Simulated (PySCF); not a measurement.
# ClCs (CsCl): the cost of one run

Programs: PySCF 2.14.0, with routines of our own; each step states its level. All values are computed. Atoms count from 0.

## (1) The starting structure

2 atoms, charge 0, multiplicity 1; geometry from: GFN2-xTB.

## (2) Optimising the geometry at PBE0-D3(BJ)/def2-SVP

What the job is given:

```
{"job": {"xc": "PBE0", "basis": "def2-SVP", "d3": "d3bj", "grid": 1, "maxiter": 30, "shake": 0.01, "kind": "geom"}, "charge": 0, "multiplicity": 1}
Cl     1.464110    -0.028210     0.001050
Cs    -1.446620    -0.000600    -0.013180
```

Run with:

```sh
$ OMP_NUM_THREADS=1 python heavy_run.py task.json out
```

This one command runs all jobs of the session in turn.

Q: Estimate the wall time and peak memory of this first job on 1 thread of Arm Neoverse V1, shared host.

About 2.8 s, with a peak of 0.26 GiB.
